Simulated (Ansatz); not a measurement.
**C₂H₉NO₂Zr: small, medium and large basis sets**

One table from this session's results is given with a row withheld; the runs are named, their logs left out.

Computed with Ansatz 0.2.0, Gaussian basis. Level: one geometry, several basis sets.

Plan: PBE0-D4/def2-SVP; ωB97M-V/def2-SVP; PBE0-D4/def2-QZVPP; ωB97M-V/def2-QZVPP; the functionals' def2-TZVPP values are taken from earlier runs.

## The geometry

The geometry comes from an earlier relaxation with PBE0-D4 in a triple-zeta def2 set; it is a stationary point, not always the lowest conformer. Zr takes the def2 core potential; no spin-orbit term is included.

SMILES `C[O][Zr]([CH3])([NH2])[OH]`, 15 atoms, charge 0, spin multiplicity 1.

Atoms are counted from 1 here; the program's logs count them from 0.

Bond lengths: C1–O2 1.388 Å, C1–H7 1.096 Å, C1–H8 1.095 Å, C1–H9 1.096 Å, O2–Zr3 1.917 Å, Zr3–C4 2.243 Å, Zr3–N5 2.040 Å, Zr3–O6 1.931 Å, C4–H10 1.096 Å, C4–H11 1.096 Å, C4–H12 1.097 Å, N5–H13 1.011 Å, N5–H14 1.011 Å, O6–H15 0.952 Å. Angles: O2–C1–H7 110.6°, O2–C1–H8 110.5°, O2–C1–H9 111.0°, H7–C1–H8 108.2°, H7–C1–H9 108.2°, H8–C1–H9 108.2°, C1–O2–Zr3 174.3°, O2–Zr3–C4 104.3°, O2–Zr3–N5 109.9°, O2–Zr3–O6 119.2°, C4–Zr3–N5 106.0°, C4–Zr3–O6 105.9°, N5–Zr3–O6 110.3°, Zr3–C4–H10 111.6°, Zr3–C4–H11 111.5°, Zr3–C4–H12 111.0°, H10–C4–H11 107.5°, H10–C4–H12 107.5° and more.

The first run:

The input, in.yaml:

```yaml
crystal:
  periodic: [false, false, false]
  atoms:
    - {symbol: C, position_ang: [-0.520233, -1.011845, 2.474571]}
    - {symbol: O, position_ang: [-0.349914, -0.402468, 1.239178]}
    - {symbol: Zr, position_ang: [-0.054878, 0.594098, -0.372069]}
    - {symbol: C, position_ang: [1.607133, -0.501366, -1.405022]}
    - {symbol: N, position_ang: [-1.679676, 0.434979, -1.595293]}
    - {symbol: O, position_ang: [0.517103, 2.434527, -0.251618]}
    - {symbol: H, position_ang: [-1.566767, -0.952843, 2.793306]}
    - {symbol: H, position_ang: [-0.236770, -2.068479, 2.422476]}
    - {symbol: H, position_ang: [0.098520, -0.528529, 3.238676]}
    - {symbol: H, position_ang: [1.348854, -1.551604, -1.580760]}
    - {symbol: H, position_ang: [1.841251, -0.053313, -2.377100]}
    - {symbol: H, position_ang: [2.523805, -0.482617, -0.802915]}
    - {symbol: H, position_ang: [-2.360375, -0.312161, -1.584446]}
    - {symbol: H, position_ang: [-1.969664, 1.121052, -2.278866]}
    - {symbol: H, position_ang: [0.801611, 3.280577, 0.079884]}
basis:
  gaussian: {orbitals: def2-SVP}
hamiltonian: {xc: pbe0, dispersion: d4}
output: {orbitals: {seedname: orbitals}}
```

On the command line:

```
ansatz run in.yaml --threads 2 --pin off --events-out ev --progress --plain --max-ram 20480MiB --backend cpu
```

Among the steps run: PBE0-D4 in def2-SVP; ωB97M-V in def2-SVP; PBE0-D4 in def2-QZVPP; ωB97M-V in def2-QZVPP.

One of the session's tables, all rows but one given; the rest of the session is left out.

It belongs to the step «Density functionals: the series». 

```
functional       basis  HOMO (eV)  LUMO (eV)
   PBE0-D4    def2-SVP      -6.67       0.15
   PBE0-D4  def2-TZVPP      -6.82      -0.07
   PBE0-D4  def2-QZVPP      -6.85      -0.19
   ωB97M-V    def2-SVP      -8.99       1.13
   ωB97M-V  def2-TZVPP          ?          ?
   ωB97M-V  def2-QZVPP      -9.18       0.57
```

**Question.** Estimate the row for ωB97M-V, def2-TZVPP.

The run gave: HOMO (eV): -9.15; LUMO (eV): 0.81. In the column «HOMO (eV)» it lies between ωB97M-V, def2-QZVPP (-9.18) and ωB97M-V, def2-SVP (-8.99).
